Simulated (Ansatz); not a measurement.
# C₇H₉F₉O₃Sn: basis-set convergence

An exercise on one series of results from a longer session: the logs are not shown, and one member is left open.

Method: one geometry, several basis sets; program: Ansatz 0.2.0, Gaussian basis.

Levels to be run: PBE0-D4/def2-SVP; ωB97M-V/def2-SVP; PBE0-D4/def2-QZVPP; ωB97M-V/def2-QZVPP; the functionals' def2-TZVPP values are taken from earlier runs.

## Structure used throughout

An earlier PBE0-D4 in a triple-zeta def2 set relaxation fixed the geometry. Sn takes the def2 core potential; no spin-orbit term is included.

29 atoms, charge 0, spin multiplicity 1.

Atoms are counted from 1 here; the program's logs count them from 0.

Bond lengths: C1–Sn2 2.103 Å, C1–H21 1.089 Å, C1–H22 1.088 Å, C1–H23 1.089 Å, Sn2–O3 1.968 Å, Sn2–O9 1.968 Å, Sn2–O15 1.966 Å, O3–C4 1.389 Å, C4–C5 1.514 Å, C4–H24 1.095 Å, C4–H25 1.096 Å, C5–F6 1.333 Å, C5–F7 1.354 Å, C5–F8 1.333 Å, O9–C10 1.390 Å, C10–C11 1.515 Å, C10–H26 1.097 Å, C10–H27 1.095 Å and more. Angles: Sn2–C1–H21 108.3°, Sn2–C1–H22 108.6°, Sn2–C1–H23 108.7°, H21–C1–H22 110.4°, H21–C1–H23 110.2°, H22–C1–H23 110.6°, C1–Sn2–O3 116.9°, C1–Sn2–O9 115.2°, C1–Sn2–O15 111.5°, O3–Sn2–O9 102.6°, O3–Sn2–O15 108.2°, O9–Sn2–O15 101.0°, Sn2–O3–C4 122.7°, O3–C4–C5 111.5°, O3–C4–H24 109.1°, O3–C4–H25 113.7°, C5–C4–H24 107.2°, C5–C4–H25 106.9° and more.

Geometry (Å):

```
C     2.53370    1.45425    0.10009
Sn    0.75007    0.35155    0.26485
O    -0.35648    0.20370   -1.35532
C    -1.42771    1.05038   -1.61129
C    -0.96141    2.45324   -1.93662
F    -1.99293    3.27767   -2.11660
F    -0.21742    2.95019   -0.91982
F    -0.19662    2.50359   -3.02773
O     0.97285   -1.52760    0.80425
C     0.82008   -2.56767   -0.10534
C     2.03510   -2.68811   -1.00143
F     2.27442   -1.51913   -1.63580
F     1.85662   -3.62328   -1.93576
F     3.14405   -2.99021   -0.32383
O    -0.38319    1.02914    1.72127
C    -1.08424    0.20003    2.58976
C    -2.41908   -0.22570    2.01552
F    -2.26316   -0.94556    0.88956
F    -3.08578   -0.98611    2.88938
F    -3.19557    0.81621    1.70317
H     2.81689    1.49202   -0.95026
H     2.35707    2.45834    0.48111
H     3.30721    0.95415    0.68064
H    -1.97569    0.68015   -2.48359
H    -2.13243    1.13539   -0.77583
H    -0.05167   -2.45026   -0.76010
H     0.72086   -3.51321    0.43724
H    -0.54888   -0.72112    2.84870
H    -1.29663    0.74797    3.51379
```

The first run:

in.yaml

```yaml
crystal:
  periodic: [false, false, false]
  atoms:
    - {symbol: C, position_ang: [2.533700, 1.454250, 0.100091]}
    - {symbol: Sn, position_ang: [0.750068, 0.351547, 0.264850]}
    - {symbol: O, position_ang: [-0.356484, 0.203699, -1.355323]}
    - {symbol: C, position_ang: [-1.427707, 1.050375, -1.611290]}
    - {symbol: C, position_ang: [-0.961408, 2.453245, -1.936616]}
    - {symbol: F, position_ang: [-1.992932, 3.277666, -2.116600]}
    - {symbol: F, position_ang: [-0.217417, 2.950188, -0.919823]}
    - {symbol: F, position_ang: [-0.196617, 2.503585, -3.027730]}
    - {symbol: O, position_ang: [0.972854, -1.527595, 0.804253]}
    - {symbol: C, position_ang: [0.820085, -2.567671, -0.105336]}
    - {symbol: C, position_ang: [2.035096, -2.688109, -1.001430]}
    - {symbol: F, position_ang: [2.274423, -1.519128, -1.635798]}
    - {symbol: F, position_ang: [1.856617, -3.623283, -1.935764]}
    - {symbol: F, position_ang: [3.144049, -2.990214, -0.323829]}
    - {symbol: O, position_ang: [-0.383192, 1.029143, 1.721270]}
    - {symbol: C, position_ang: [-1.084244, 0.200030, 2.589759]}
    - {symbol: C, position_ang: [-2.419078, -0.225704, 2.015515]}
    - {symbol: F, position_ang: [-2.263164, -0.945561, 0.889563]}
    - {symbol: F, position_ang: [-3.085778, -0.986109, 2.889377]}
    - {symbol: F, position_ang: [-3.195572, 0.816209, 1.703174]}
    - {symbol: H, position_ang: [2.816892, 1.492017, -0.950261]}
    - {symbol: H, position_ang: [2.357067, 2.458342, 0.481109]}
    - {symbol: H, position_ang: [3.307211, 0.954150, 0.680639]}
    - {symbol: H, position_ang: [-1.975690, 0.680148, -2.483594]}
    - {symbol: H, position_ang: [-2.132428, 1.135395, -0.775830]}
    - {symbol: H, position_ang: [-0.051670, -2.450257, -0.760097]}
    - {symbol: H, position_ang: [0.720864, -3.513208, 0.437241]}
    - {symbol: H, position_ang: [-0.548882, -0.721120, 2.848699]}
    - {symbol: H, position_ang: [-1.296632, 0.747972, 3.513793]}
basis:
  gaussian: {orbitals: def2-SVP}
hamiltonian: {xc: pbe0, dispersion: d4}
output: {orbitals: {seedname: orbitals}}
```

Steps of the session up to this table: PBE0-D4 in def2-SVP; ωB97M-V in def2-SVP; PBE0-D4 in def2-QZVPP; ωB97M-V in def2-QZVPP.

One of the session's tables, all rows but one given; the rest of the session is left out.

It belongs to the step «Density functionals: the series». 

| functional | basis | HOMO (eV) |
| --- | --- | --- |
| PBE0-D4 | def2-SVP | -8.36 |
| PBE0-D4 | def2-TZVPP | -8.48 |
| PBE0-D4 | def2-QZVPP | -8.51 |
| ωB97M-V | def2-SVP | -10.69 |
| ωB97M-V | def2-TZVPP | -10.82 |
| ωB97M-V | def2-QZVPP | ? |

Estimate the missing values for ωB97M-V, def2-QZVPP.

As computed: HOMO (eV): -10.85. In the column «HOMO (eV)» it is the lowest.
